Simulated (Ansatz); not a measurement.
Which YAML input does this script hand to the engine? (Ansatz 0.2.0 through its Python package)

Script `scf_ybal2si2.py`:
```python
"""SCF run for YbAl2Si2."""

from pathlib import Path
import warnings

import ansatz as az
import numpy as np


def main() -> None:
    warnings.simplefilter("ignore", az.DeckWarning)

    vectors = np.array([
        [4.148574, 0.0, 0.0],
        [-2.074287, 3.592771, 0.0],
        [0.0, 0.0, 7.051708],
    ])
    system = (
        az.Lattice.of(vectors)
        .atom("Yb", (0.0, 0.0, 0.0))
        .atom("Al", (2 / 3, 1 / 3, 0.36835))
        .atom("Al", (1 / 3, 2 / 3, 0.63165))
        .atom("Si", (2 / 3, 1 / 3, 0.73834))
        .atom("Si", (1 / 3, 2 / 3, 0.26166))
    )

    # settings of the run
    base = (
        system.calculation()
        .functional("r2SCAN")
        .occupations(az.OccupationsMethod.FERMI_DIRAC, width=0.15)
        .kpoints(6, 6, 3)
        .density()
        .potential()
        .electron_localization_function()
        .output_files(volumetric_format="npy")
        .band_table()
        .forces()
    )
    out = base.run(threads=1)
    rep = out.report

    print(f"free energy      {rep['free_energy_ev']:.5f} eV")
    print(f"per atom         {rep['free_energy_ev'] / len(out.lattice.sites):.5f} eV")
    print(f"SCF iterations   {rep['n_iterations']}  (converged: {rep['converged']})")

    folder = Path(out.write_results("fields"))
    for name in sorted(p.name for p in folder.glob("*.npy")):
        field = np.load(folder / name)
        print(f"{name:16s} {str(field.shape):16s} min {field.min():10.4f}  mean {field.mean():10.4f}  max {field.max():10.4f}")

    print("doubts on the final state:", rep["published_state_doubts"] or "none")
    print("warnings:", sorted({n["data"]["kind"] for n in out.notices if n["data"].get("severity") in ("warning", "doubt")}) or "none")

    used = rep["setup"]
    print("cutoffs (eV):", used["ecut_ev"], used["ecutrho_ev"], " FFT grid:", used["fft_dense"])
    print("cell volume {:.3f} A^3, {} symmetry operations".format(used["cell_volume_ang3"], used["n_sym_ops"]))

    print("band  energy (eV)  occupation, at k =", rep["kpoints_frac"][0])
    for band, (e, occ) in enumerate(zip(rep["eigenvalues_ev"][0], rep["occupations"][0]), start=1):
        print(f"{band:4d} {e:12.4f} {occ:9.4f}")

    if out.unlabelled_reasons:
        print("not a label:", out.unlabelled_reasons)
    else:
        print(out.training_frame().splitlines()[0], "atoms in the frame")


if __name__ == "__main__":
    main()
```

`python scf_ybal2si2.py` gives:
```text
free energy      -16166.86241 eV
per atom         -3233.37248 eV
SCF iterations   17  (converged: True)
elf.npy          (32, 32, 54)     min     0.0156  mean     0.4257  max     0.8930
rho.npy          (32, 32, 54)     min     0.0198  mean     0.3615  max    40.9793
v_es.npy         (32, 32, 54)     min   -70.8052  mean     3.5029  max    12.0001
v_tot.npy        (32, 32, 54)     min   -99.7810  mean    -6.5833  max     8.8063
doubts on the final state: none
warnings: none
cutoffs (eV): 500.0 2000.0  FFT grid: [32, 32, 54]
cell volume 105.105 A^3, 12 symmetry operations
band  energy (eV)  occupation, at k = [0.0, 0.0, 0.0]
   1     -44.7017    2.0000
   2     -16.4404    2.0000
   3     -16.3662    2.0000
   4     -16.3662    2.0000
   5      -2.7266    2.0000
   6      -0.3951    2.0000
   7       2.7222    2.0000
   8       6.8117    2.0000
   9       6.8117    2.0000
  10       7.7258    1.9950
  11       7.7371    1.9946
  12       7.7371    1.9946
  13       7.9234    1.9815
  14       7.9536    1.9774
  15       7.9536    1.9774
  16       8.0079    1.9677
  17       8.5844    1.1323
  18       8.8296    0.4058
  19       8.8296    0.4058
  20       9.7287    0.0013
  21       9.7313    0.0012
  22      10.4542    0.0000
  23      10.4542    0.0000
  24      11.2610    0.0000
  25      11.2610    0.0000
5 atoms in the frame
```

`input.yaml`:
```yaml
crystal:
  lattice:
    - [4.148574, 0.0, 0.0]
    - [-2.074287, 3.592771, 0.0]
    - [0.0, 0.0, 7.051708]
  atoms:
    - { symbol: Yb, position: [0.0, 0.0, 0.0] }
    - { symbol: Al, position: [0.6666666666667, 0.3333333333333, 0.36835] }
    - { symbol: Al, position: [0.3333333333333, 0.6666666666667, 0.63165] }
    - { symbol: Si, position: [0.6666666666667, 0.3333333333333, 0.73834] }
    - { symbol: Si, position: [0.3333333333333, 0.6666666666667, 0.26166] }
kpoints:
  mp_grid: { grid: [6, 6, 3] }
hamiltonian:
  xc: r2scan
scf:
  occupations: { method: fermi_dirac, width: 0.15 }
output:
  write_density: true
  write_potential: true
  volumetric_format: npy
  elf: true
  forces: true
  eigenvalues: true
```

Launched from the shell:
```console
$ ansatz run input.yaml --threads 1 --pin off --max-ram 3072MiB --backend cpu --events-out ev --progress --plain --runs-dir out
band count auto-derived: 25, from the close of a first SCF at 24 (N_el = 38.0; filled up to band 19; 24 by the electrons, moments and atoms)
Engine: ansatz 0.2.0, x86_64-unknown-linux-gnu
Pseudopotentials: kind: paw
Pseudopotential: Yb, paw, valence charge 24, recommended cutoff 500 eV (meta_gga), Yb.paw.azcp
Pseudopotential: Al, paw, valence charge 3, recommended cutoff 500 eV (meta_gga), Al.paw.azcp
Pseudopotential: Si, paw, valence charge 4, recommended cutoff 500 eV (meta_gga), Si.paw.azcp
Functional definition: r2SCAN
  parameter k0 = 0.174
  parameter k1 = 0.065
  parameter a1 = 4.9479
  exchange = r2scan_x(k0 = k0, k1 = k1, a1 = a1)
  correlation = r2scan_c
Crystal: 5 atoms, lattice volume = 105.105 Å³
Basis set: ecut = 500 eV, 2635 PW (Γ), exchange–correlation on 128×128×216 points (64 copies of the dense FFT grid, shifted against one another)
Bands: 24, of which v1, the nominal top of the filled ones, is band 19 counted from 1 (18 counted from 0)
Symmetry: 12 space group operations
Space group: P-3m1 (ITA 164), of the structure as read, at distance tolerance 4.7e-5 Å
k-points: 17 of 108
Non-local potential: Yb, projectors of the file, l = 0: 3, l = 1: 2, l = 2: 2, l = 3: 3
Non-local potential: Al, projectors of the file, l = 0: 2, l = 1: 2, l = 2: 1
Non-local potential: Si, projectors of the file, l = 0: 2, l = 1: 2, l = 2: 2
PAW form: soft (Blöchl's): semilocal exchange-correlation on the pseudo side does not see the compensation charge
PAW frozen core: Yb, regenerated for the run's functional (the file was generated under x = pbe(κ = 0.804, μ = 0.2195149727645171), c = pbe(β = 0.06672455060314922))
PAW frozen core: Al, regenerated for the run's functional (the file was generated under x = pbe(κ = 0.804, μ = 0.2195149727645171), c = pbe(β = 0.06672455060314922))
PAW frozen core: Si, regenerated for the run's functional (the file was generated under x = pbe(κ = 0.804, μ = 0.2195149727645171), c = pbe(β = 0.06672455060314922))
PAW one-centre angular grid: Yb, 2702 points (default); XC on 160 Gauss nodes
PAW one-centre angular grid: Al, 302 points (default); XC on 160 Gauss nodes
PAW one-centre angular grid: Si, 302 points (default); XC on 160 Gauss nodes
Initial density: superposition of atomic densities (neutral atoms: chi_scale 0, normalization atom), corrected by the library's trained network
Initial wavefunctions: pseudopotential atomic-orbital guess
Functional: x = r2scan, c = r2scan; τ floored in thin density (d = 2e-4 eV/Å³)
SCF iter   1: F=—  HF=-16166.858835 eV  |F-HF|=—  |Δ(HF+E_count)|=         —  Δρ=2.32e-2  dr2=5.73e-1  dr2_τ=2.27e-2  ethr=1.77e-3  ⟨swp⟩=6.2  Hψ=2043  notcnv=0
preconditioner: auto → Kerker (q_TF=auto, 2.303 Å⁻¹)  [metal: Δε(μ)=0.150 eV  Ē_g=5.277 eV  σ=0.150 eV  W_gap=0.23  n_scr=22 (ndim 8)  ℏωp=19.8 eV  f_vac=0.000  D(μ)=1.23/eV (n_scr^D=2)]
SCF iter   2: F=—  HF=-16168.759354 eV  |F-HF|=—  |Δ(HF+E_count)|=    1.90e0  Δρ=2.40e-1  dr2=6.31e1  dr2_τ=1.57e-2  ethr=1.51e-3  ⟨swp⟩=4.9  Hψ=1065  notcnv=0  defer=14  recentre
SCF iter   3: F=—  HF=-16166.899552 eV  |F-HF|=—  |Δ(HF+E_count)|=    1.86e0  Δρ=1.61e-2  dr2=2.68e-1  dr2_τ=2.88e-3  ethr=1.51e-3  ⟨swp⟩=2.8  Hψ=982  notcnv=0
SCF iter   4: F=—  HF=-16166.862071 eV  |F-HF|=—  |Δ(HF+E_count)|=   3.75e-2  Δρ=2.98e-3  dr2=7.96e-3  dr2_τ=1.64e-4  ethr=7.06e-4  ⟨swp⟩=1.9  Hψ=569  notcnv=0
SCF iter   5: F=—  HF=-16166.862503 eV  |F-HF|=—  |Δ(HF+E_count)|=   4.32e-4  Δρ=2.11e-3  dr2=5.74e-3  dr2_τ=2.56e-5  ethr=2.09e-5  ⟨swp⟩=2.2  Hψ=736  notcnv=0
SCF iter   6: F=—  HF=-16166.864423 eV  |F-HF|=—  |Δ(HF+E_count)|=   1.92e-3  Δρ=5.12e-3  dr2=2.99e-2  dr2_τ=6.22e-6  ethr=1.51e-5  ⟨swp⟩=2.1  Hψ=536  notcnv=0  recentre
SCF iter   7: F=—  HF=-16166.863286 eV  |F-HF|=—  |Δ(HF+E_count)|=   1.14e-3  Δρ=3.29e-3  dr2=1.22e-2  dr2_τ=1.35e-6  ethr=1.51e-5  ⟨swp⟩=1.0  Hψ=408  notcnv=0
SCF iter   8: F=—  HF=-16166.862782 eV  |F-HF|=—  |Δ(HF+E_count)|=   5.04e-4  Δρ=2.08e-3  dr2=4.96e-3  dr2_τ=5.08e-7  ethr=1.51e-5  ⟨swp⟩=1.0  Hψ=408  notcnv=0
SCF iter   9: F=—  HF=-16166.862496 eV  |F-HF|=—  |Δ(HF+E_count)|=   2.86e-4  Δρ=8.98e-4  dr2=9.96e-4  dr2_τ=1.78e-7  ethr=1.31e-5  ⟨swp⟩=1.0  Hψ=408  notcnv=0
SCF iter  10: F=—  HF=-16166.862418 eV  |F-HF|=—  |Δ(HF+E_count)|=   7.85e-5  Δρ=9.98e-5  dr2=1.78e-5  dr2_τ=5.57e-8  ethr=2.62e-6  ⟨swp⟩=1.0  Hψ=408  notcnv=0
SCF iter  11: F=—  HF=-16166.862413 eV  |F-HF|=—  |Δ(HF+E_count)|=   5.15e-6  Δρ=1.06e-4  dr2=6.29e-6  dr2_τ=2.90e-8  ethr=4.68e-8  ⟨swp⟩=2.1  Hψ=736  notcnv=0
SCF iter  12: F=—  HF=-16166.862415 eV  |F-HF|=—  |Δ(HF+E_count)|=   2.18e-6  Δρ=3.03e-5  dr2=1.76e-6  dr2_τ=7.56e-9  ethr=1.66e-8  ⟨swp⟩=2.0  Hψ=532  notcnv=0
SCF iter  13: F=—  HF=-16166.862415 eV  |F-HF|=—  |Δ(HF+E_count)|=   2.92e-8  Δρ=8.02e-6  dr2=1.26e-7  dr2_τ=9.74e-10  ethr=4.62e-9  ⟨swp⟩=1.0  Hψ=408  notcnv=0
SCF iter  14: F=-16166.862415 eV  HF=-16166.862415 eV  |F-HF|=1.19e-7  |Δ(HF+E_count)|=   3.72e-8  Δρ=6.75e-6  dr2=8.97e-8  dr2_τ=1.08e-10  ethr=2.63e-10  ⟨swp⟩=4.1  Hψ=1470  notcnv=0
SCF 1, on 24 bands, converged in 14 iterations: F = -16166.862415 eV; the run's SCF on all bands comes behind
  greatest PAW one-centre occupation: 0.996 electrons in one spin orbital (limit 2), on the Yb atom at site 0 (counted from 0), in its partial waves of l = 0
The result of the SCF on 24 bands, without a stress, told ahead of the SCF on all bands, whose result is the run's:
SCF converged after 14 iterations
Free energy (F): -16166.862415 eV
Harris-Foulkes:  -16166.862415 eV  (|F-HF|=1.19e-7)
Internal energy: -16166.648672 eV  (E = F + TS)
E sigma→0 (E₀):  -16166.755543 eV
Entropy (-TS):   -0.213743 eV (-42.749 meV/atom)
Fermi energy:    8.624416 eV
--- Per-component energies (eV) ---
  E_band       = -15.283281
  E_kinetic    = 482.867352
  E_local      = -7965.250097  (includes V_loc(G=0)·N_el)
  E_nonlocal   = 607.921467
  E_hartree    = 3557.454657
  E_xc         = -338.017889
  E_vxc        = -391.443076  (∫ρ·V_xc dr)
  E_paw        = -9344.461238  (= ΣΔE_a)
  E_vpaw       = 115.480874  (= ΣTr[D̂ρ^β])
  E_aug_tail   = 0.000010  (compensation charges beyond the density's cutoff)
  E_vtau       = 20.198383  (kinetic-family band-sum trace: ∫τ·v_τ [+ j·A + Jᵃ·Aᵃ] dr)
  E_ewald      = -3167.739058
  E_core_change = 0.576124  (= ΣΔE_core)
  E_smearing   = -0.213743  (= −TS)
  E_closure    = 0.000000  (closes the sum)
  Σ components = -16166.862415   (vs F -16166.862415, Δ=0.00e0)
--- Forces (eV/Å), atoms counted from 1 ---
  atom   1  Yb     0.00000000     0.00000000     0.00000000
  atom   2  Al     0.00000000    -0.00000000    -0.00243477
  atom   3  Al     0.00000000     0.00000000     0.00243477
  atom   4  Si     0.00000000    -0.00000000    -0.05597107
  atom   5  Si     0.00000000     0.00000000     0.05597107
  max |Σ_I F_I| component: 1.85e-17 eV/Å
--- Band table (eV; the first three rows and the last of 17) ---
  k-point 0: bands = ["-44.7016", "-16.4403", "-16.3661", "-16.3661", "-2.7266", "-0.3951", "2.7222", "6.8117", "6.8117", "7.7259", "7.7372", "7.7372", "7.9235", "7.9537", "7.9537", "8.0080", "8.5844", "8.8296", "8.8296", "9.7287", "9.7313", "10.4542", "10.4542", "11.2610"]
  k-point 1: bands = ["-44.7016", "-16.4405", "-16.3661", "-16.3661", "-2.5196", "-0.9857", "3.9179", "6.5087", "6.9977", "6.9977", "7.7079", "7.7079", "7.9006", "7.9579", "7.9579", "8.0004", "8.0080", "8.2412", "8.2412", "9.2099", "10.3031", "10.3031", "10.8721", "11.7727"]
  k-point 2: bands = ["-44.7011", "-16.4356", "-16.3894", "-16.3716", "-2.4219", "-0.1963", "3.0675", "5.0930", "6.4651", "6.7269", "7.6040", "7.6310", "7.9400", "7.9645", "7.9690", "8.0065", "8.0509", "8.2528", "8.3714", "9.4432", "10.4737", "11.0699", "11.0756", "11.2854"]
  k-point 16: bands = ["-44.6991", "-16.4303", "-16.4303", "-16.4191", "0.0115", "0.0115", "2.8553", "2.8553", "3.8857", "5.1716", "6.2504", "6.2504", "7.9540", "7.9540", "7.9548", "7.9664", "7.9893", "7.9893", "8.0054", "10.1802", "10.1802", "10.9412", "12.5900", "13.4193"]
Bands: 25, of which v1, the nominal top of the filled ones, is band 19 counted from 1 (18 counted from 0)
Initial density: handed on by an earlier stage of this run
iter 1 solved again at ethr=1.13e-6 eV; its pass at ethr=3.10e-3 eV (dr2=4.29e-4 eV) is discarded
SCF iter   1: F=—  HF=-16166.862416 eV  |F-HF|=—  |Δ(HF+E_count)|=         —  Δρ=6.47e-6  dr2=8.04e-8  dr2_τ=9.12e-11  ethr=1.13e-6  ⟨swp⟩=2.9  Hψ=3109  notcnv=0
eigensolver tolerance schedule: the retry pair's looser diagonalisation over-reported the residual by 5332.55 of it (diagonalisation noise at an unbounded share of the residual, at the tolerance the schedule requests for it); recorded, not acted on — ethr = c·dr2/N_el stays at c = 1.0e-1
preconditioner: auto → Kerker (q_TF=auto, 2.303 Å⁻¹)  [metal: Δε(μ)=0.148 eV  Ē_g=5.435 eV  σ=0.150 eV  W_gap=0.24  n_scr=22 (ndim 8)  ℏωp=19.8 eV  f_vac=0.000  D(μ)=2.11/eV (n_scr^D=10)]
SCF iter   2: F=—  HF=-16166.862415 eV  |F-HF|=—  |Δ(HF+E_count)|=   6.40e-7  Δρ=3.78e-5  dr2=1.44e-6  dr2_τ=1.01e-9  ethr=2.12e-10  ⟨swp⟩=11.1  Hψ=3765  notcnv=0
SCF iter   3: F=-16166.862415 eV  HF=-16166.862415 eV  |F-HF|=5.67e-9  |Δ(HF+E_count)|=   1.26e-7  Δρ=1.90e-6  dr2=1.25e-8  dr2_τ=5.47e-11  ethr=2.12e-10  ⟨swp⟩=6.1  Hψ=2799  notcnv=0
SCF 2 converged in 3 iterations: F = -16166.862415 eV  dr2 = 1.25e-8
SCF converged after 17 iterations (14 of them on 24 bands)
Free energy (F): -16166.862415 eV
Harris-Foulkes:  -16166.862415 eV  (|F-HF|=5.67e-9)
Internal energy: -16166.648702 eV  (E = F + TS)
E sigma→0 (E₀):  -16166.755558 eV
Entropy (-TS):   -0.213713 eV (-42.743 meV/atom)
Fermi energy:    8.624337 eV
--- Per-component energies (eV) ---
  E_band       = -15.285434
  E_kinetic    = 482.866817
  E_local      = -7965.280872  (includes V_loc(G=0)·N_el)
  E_nonlocal   = 607.922394
  E_hartree    = 3557.481912
  E_xc         = -338.017355
  E_vxc        = -391.442319  (∫ρ·V_xc dr)
  E_paw        = -9344.458675  (= ΣΔE_a)
  E_vpaw       = 115.481329  (= ΣTr[D̂ρ^β])
  E_aug_tail   = 0.000010  (compensation charges beyond the density's cutoff)
  E_vtau       = 20.198344  (kinetic-family band-sum trace: ∫τ·v_τ [+ j·A + Jᵃ·Aᵃ] dr)
  E_ewald      = -3167.739058
  E_core_change = 0.576124  (= ΣΔE_core)
  E_smearing   = -0.213713  (= −TS)
  E_closure    = 0.000000  (closes the sum)
  Σ components = -16166.862415   (vs F -16166.862415, Δ=0.00e0)
--- Forces (eV/Å), atoms counted from 1 ---
  atom   1  Yb     0.00000000    -0.00000000     0.00000000
  atom   2  Al     0.00000000    -0.00000000    -0.00244993
  atom   3  Al    -0.00000000     0.00000000     0.00244993
  atom   4  Si     0.00000000    -0.00000000    -0.05593027
  atom   5  Si    -0.00000000     0.00000000     0.05593027
  max |Σ_I F_I| component: 1.85e-17 eV/Å
--- Band table (eV; the first three rows and the last of 17) ---
  k-point 0: bands = ["-44.7017", "-16.4404", "-16.3662", "-16.3662", "-2.7266", "-0.3951", "2.7222", "6.8117", "6.8117", "7.7258", "7.7371", "7.7371", "7.9234", "7.9536", "7.9536", "8.0079", "8.5844", "8.8296", "8.8296", "9.7287", "9.7313", "10.4542", "10.4542", "11.2610", "11.2610"]
  k-point 1: bands = ["-44.7017", "-16.4405", "-16.3662", "-16.3662", "-2.5196", "-0.9857", "3.9179", "6.5087", "6.9977", "6.9977", "7.7079", "7.7079", "7.9005", "7.9578", "7.9578", "8.0002", "8.0079", "8.2411", "8.2411", "9.2099", "10.3031", "10.3031", "10.8721", "11.7726", "11.7726"]
  k-point 2: bands = ["-44.7011", "-16.4357", "-16.3895", "-16.3716", "-2.4219", "-0.1963", "3.0675", "5.0930", "6.4651", "6.7269", "7.6039", "7.6309", "7.9399", "7.9644", "7.9689", "8.0064", "8.0508", "8.2527", "8.3713", "9.4432", "10.4737", "11.0699", "11.0756", "11.2854", "11.7344"]
  k-point 16: bands = ["-44.6992", "-16.4304", "-16.4304", "-16.4192", "0.0115", "0.0115", "2.8553", "2.8553", "3.8857", "5.1716", "6.2504", "6.2504", "7.9538", "7.9538", "7.9547", "7.9663", "7.9892", "7.9892", "8.0053", "10.1802", "10.1802", "10.9412", "12.5899", "13.4193", "13.4193"]
```

Caveats:
- Absolute energies stand on the zero of these potentials, so only differences at equal settings mean something.
- Semilocal functionals put the nearly full 4f shell of Yb too close to the Fermi level.
- The computed bands are complete only to about 2.6 eV above the Fermi level.
- For a metal this k-point mesh is coarse: on a finer one energies can move by several to tens of meV an atom and pressures by half a GPa or more, differences at one mesh by less.
- The smearing is wide enough that free energy and stress hold a thermal part of the electrons.
- Grid values close to the nuclei reflect the PAW or pseudopotential construction, not the all-electron fields.
- The structure comes from a database of computed cells and needn't be a stable or known phase.
- Levels are Kohn-Sham eigenvalues on this mesh, without spin-orbit coupling.

(Lines on the test bed's own set-up are left out of the output.)
